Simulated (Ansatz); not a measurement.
# CH4ClInSe: small, medium and large basis sets

One table from this session's results is given with a row withheld; the runs are named, their logs left out.

Program: Ansatz 0.2.0, Gaussian basis. Level of theory: one geometry, several basis sets. These are calculated values, not measurements.

Levels to be run: PBE0-D4/def2-SVP; ωB97M-V/def2-SVP; PBE0-D4/def2-QZVPP; ωB97M-V/def2-QZVPP; the functionals' def2-TZVPP values are taken from earlier runs.

## Structure used throughout

The geometry comes from an earlier relaxation with PBE0-D4 in a triple-zeta def2 set; it is a stationary point, not always the lowest conformer. In takes the def2 core potential; no spin-orbit term is included.

SMILES `[CH3][In]([Cl])[SeH]`, 8 atoms, charge 0, spin multiplicity 1.

Atoms are counted from 1 here; the program's logs count them from 0.

Bond lengths: C1–In2 2.132 Å, C1–H5 1.089 Å, C1–H6 1.090 Å, C1–H7 1.090 Å, In2–Cl3 2.345 Å, In2–Se4 2.493 Å, Se4–H8 1.469 Å. Angles: In2–C1–H5 110.7°, In2–C1–H6 108.7°, In2–C1–H7 108.7°, H5–C1–H6 109.8°, H5–C1–H7 110.1°, H6–C1–H7 108.9°, C1–In2–Cl3 118.0°, C1–In2–Se4 130.6°, Cl3–In2–Se4 111.4°, In2–Se4–H8 90.5°.

Set-up of the first run:

in.yaml

```yaml
crystal:
  periodic: [false, false, false]
  atoms:
    - {symbol: C, position_ang: [-0.149194, 1.463677, -0.671236]}
    - {symbol: In, position_ang: [0.152904, -0.430326, 0.259217]}
    - {symbol: Cl, position_ang: [2.085109, -0.724522, 1.554920]}
    - {symbol: Se, position_ang: [-1.242897, -2.496283, 0.228129]}
    - {symbol: H, position_ang: [-1.004046, 1.428839, -1.344440]}
    - {symbol: H, position_ang: [-0.320949, 2.210208, 0.104673]}
    - {symbol: H, position_ang: [0.751719, 1.729265, -1.224066]}
    - {symbol: H, position_ang: [-0.272637, -3.180848, 1.092803]}
basis:
  gaussian: {orbitals: def2-SVP}
hamiltonian: {xc: pbe0, dispersion: d4}
output: {orbitals: {seedname: orbitals}}
```

Command:

```console
> ansatz run in.yaml --threads 4 --pin off --events-out ev --progress --plain --max-ram 10444MiB
```

Steps of the session up to this table: PBE0-D4 in def2-SVP; ωB97M-V in def2-SVP; PBE0-D4 in def2-QZVPP; ωB97M-V in def2-QZVPP.

One table of the session follows, with a row left open; its other results are not shown here.

It belongs to the step «Density functionals: the series». 

| functional | basis | HOMO (eV) | LUMO (eV) |
| --- | --- | --- | --- |
| PBE0-D4 | def2-SVP | -7.20 | -1.17 |
| PBE0-D4 | def2-TZVPP | -7.32 | -1.34 |
| PBE0-D4 | def2-QZVPP | -7.34 | -1.42 |
| ωB97M-V | def2-SVP | -9.31 | 0.44 |
| ωB97M-V | def2-TZVPP | ? | ? |
| ωB97M-V | def2-QZVPP | -9.48 | 0.16 |

**Question.** Estimate the row for ωB97M-V, def2-TZVPP.

As computed: HOMO (eV): -9.46; LUMO (eV): 0.22. In the column «HOMO (eV)» it lies between ωB97M-V, def2-QZVPP (-9.48) and ωB97M-V, def2-SVP (-9.31).
